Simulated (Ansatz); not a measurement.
# BaB2Ir2: properties at the relaxed cell

This session takes BaB2Ir2 and sets out to fit an equation of state.

The COD entry's cell or inner coordinates are ideal or old and differ from later refinements, so a difference from it is no clean test against experiment.

Computed with Ansatz 0.2.0 (DFT PBEsol, scalar-relativistic, plane waves, PAW, unless a step's input says otherwise).

### 1 The starting structure

Symmetry: I4/mmm, No. 139, tetragonal system. Conventional cell: a = 3.912 Å, b = 3.912 Å, c = 11.277 Å, α = 90.00°, β = 90.00°, γ = 90.00°. Ba (site symmetry 4/mmm) has 10 B at 3.43 to 3.61 Å and 8 Ir at 3.43 Å and 4 Ba at 3.91 Å as nearest neighbours. B (site symmetry 4mm) is surrounded by 4 Ir at 2.11 Å. Around Ir (site symmetry -4m2) lie 4 B at 2.11 Å.

As a file:

```cif
data_structure
_symmetry_space_group_name_H-M 'I4/mmm'
_symmetry_Int_Tables_number 139
_cell_length_a 3.9123
_cell_length_b 3.9123
_cell_length_c 11.2773
_cell_angle_alpha 90.000
_cell_angle_beta 90.000
_cell_angle_gamma 90.000
_cell_volume 172.62
loop_
_atom_site_label
_atom_site_type_symbol
_atom_site_symmetry_multiplicity
_atom_site_Wyckoff_symbol
_atom_site_fract_x
_atom_site_fract_y
_atom_site_fract_z
_atom_site_occupancy
Ba1 Ba 2 a 0.00000 0.00000 0.00000 1
B1 B 4 e 0.00000 0.00000 0.32005 1
Ir1 Ir 4 d 0.00000 0.50000 0.25000 1
```

It is the result of an earlier relaxation at this level (volume 17.26 Å³/atom; gap on the mesh: none (metal)).

### 2 Volume × 0.97

input.yaml reads:

```yaml
crystal:
  lattice:
    - [-1.9364094787, 1.9364094787, 5.5817135855]
    - [1.9364094787, -1.9364094787, 5.5817135855]
    - [1.9364094787, 1.9364094787, -5.5817135855]
  atoms:
    - { symbol: Ba, position: [0.0, 0.0, 0.0] }
    - { symbol: B, position: [0.3200475251, 0.3200475251, 0.0] }
    - { symbol: B, position: [0.6799524749, 0.6799524749, 0.0] }
    - { symbol: Ir, position: [0.75, 0.25, 0.5] }
    - { symbol: Ir, position: [0.25, 0.75, 0.5] }
basis:
  ecutwfc: 420
kpoints:
  mp_grid: { grid: [12, 12, 12] }
hamiltonian:
  xc: pbesol
scf:
  occupations: { method: gaussian, width: 0.1 }
output:
  forces: true
  stress: true
  eigenvalues: true
relax:
  adjacent_minimum: "off"
  f_tol: 0.01
  max_steps: 30
  cell: { stress_tol: 0.1, fix: [volume] }
```

On the command line:

```sh
ansatz run input.yaml --threads 1 --pin off --max-ram 2560MiB --backend cpu --events-out ev --progress --plain --runs-dir out
```

### 3 Point at V/V0 = 1.03

input.yaml: that of step 2 with these lines changed.

```diff
@@ -2,5 +2,5 @@
   lattice:
-    - [-1.9364094787, 1.9364094787, 5.5817135855]
-    - [1.9364094787, -1.9364094787, 5.5817135855]
-    - [1.9364094787, 1.9364094787, -5.5817135855]
+    - [-1.9755394046, 1.9755394046, 5.694505865]
+    - [1.9755394046, -1.9755394046, 5.694505865]
+    - [1.9755394046, 1.9755394046, -5.694505865]
   atoms:
@@ -23,2 +23,6 @@
   eigenvalues: true
+  write_density: true
+  write_potential: true
+  elf: true
+  volumetric_format: npy
 relax:
```

### 4 The cell scaled to 0.94 of its volume

input.yaml reads:

```yaml
crystal:
  lattice:
    - [-1.9246543194, 1.9246543194, 5.4753588709]
    - [1.9246543194, -1.9246543194, 5.4753588709]
    - [1.9246543194, 1.9246543194, -5.4753588709]
  atoms:
    - { symbol: Ba, position: [0.0, 0.0, 0.0] }
    - { symbol: B, position: [0.3226434494, 0.3226434494, 0.0] }
    - { symbol: B, position: [0.6773565506, 0.6773565506, 0.0] }
    - { symbol: Ir, position: [0.75, 0.25, 0.5] }
    - { symbol: Ir, position: [0.25, 0.75, 0.5] }
basis:
  ecutwfc: 420
kpoints:
  mp_grid: { grid: [12, 12, 12] }
hamiltonian:
  xc: pbesol
scf:
  occupations: { method: gaussian, width: 0.1 }
output:
  forces: true
  stress: true
  eigenvalues: true
relax:
  adjacent_minimum: "off"
  f_tol: 0.01
  max_steps: 30
  cell: { stress_tol: 0.1, fix: [volume] }
```

### 5 Volume × 1.06

input.yaml reads:

```yaml
crystal:
  lattice:
    - [-1.9857558197, 1.9857558197, 5.8002189836]
    - [1.9857558197, -1.9857558197, 5.8002189836]
    - [1.9857558197, 1.9857558197, -5.8002189836]
  atoms:
    - { symbol: Ba, position: [0.0, 0.0, 0.0] }
    - { symbol: B, position: [0.3176719077, 0.3176719077, 0.0] }
    - { symbol: B, position: [0.6823280923, 0.6823280923, 0.0] }
    - { symbol: Ir, position: [0.75, 0.25, 0.5] }
    - { symbol: Ir, position: [0.25, 0.75, 0.5] }
basis:
  ecutwfc: 420
kpoints:
  mp_grid: { grid: [12, 12, 12] }
hamiltonian:
  xc: pbesol
scf:
  occupations: { method: gaussian, width: 0.1 }
output:
  forces: true
  stress: true
  eigenvalues: true
relax:
  adjacent_minimum: "off"
  f_tol: 0.01
  max_steps: 30
  cell: { stress_tol: 0.1, fix: [volume] }
```

(Steps that only read results are left out.)

Q: Predict the outcome of this session. Wanted: equilibrium volume of the fit; bulk modulus.

The runs gave:

| quantity | value |
| --- | --- |
| equilibrium volume of the fit | 17.26 Å³/atom |
| bulk modulus | 97 GPa |
| its pressure derivative | 3.9 |

What this shows: The fit puts the minimum at 17.26 Å³/atom with B = 97 GPa and B' = 3.9. The runs treat Ir without spin-orbit coupling.
